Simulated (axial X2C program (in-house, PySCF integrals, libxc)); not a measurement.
# SnN: EOM-IP-CCSD levels

Aim: EOM-IP-CCSD levels of SnN, with spin–orbit coupling in the Hamiltonian from the start.

Method: two-component X2C with atomic mean-field terms, Sn dyall-acv3z, N dyall-av3z; program: an in-house X2C program for linear molecules on PySCF integrals.

All values are calculated.

## (1) The job

Input file task.json:

```json
{"zs": [50, 7], "q": 0, "bas": ["dyall-acv3z", "dyall-av3z"], "r0": 1.9, "eom": "ip", "rq": -1, "thr": -2.0, "nmax": 95, "grid": [1, 0.96, 1.045, 0.92, 1.09, 1.15]}
```

Keys: zs atomic numbers; q charge; bas basis sets; r0 starting distance in Å; eom kind of EOM run; thr threshold in hartree for freezing inner shells (an s shell follows its p shell); nmax most natural virtual spinors; grid distances as factors.

Run with:

```sh
python soeom.py task.json out
```

After this run come: EOM-IP-CCSD at 1.875 Å.

What does the calculation give? Wanted: next root led by one particle; T1 of the reference.

The runs gave:

```
                     quantity                            value
       lowest root at 1.875 Å                Ω = 1/2, 2.474 eV
next root led by one particle  Ω = 3/2, about 1590 cm⁻¹ higher
          T1 of the reference                            0.057
```

What this shows: Removing an electron from the reference determinant of SnN⁻ costs 2.47 eV and empties a spinor of 52% N pσ, 20% Sn pσ, 9% Sn sσ. Errors of 0.1 to 0.3 eV are usual at this size, and roots led by higher excitations are left out, so the list is incomplete, and low states of that kind can be missing. T1 or the largest double amplitude of the reference is raised, which lowers the reliability.
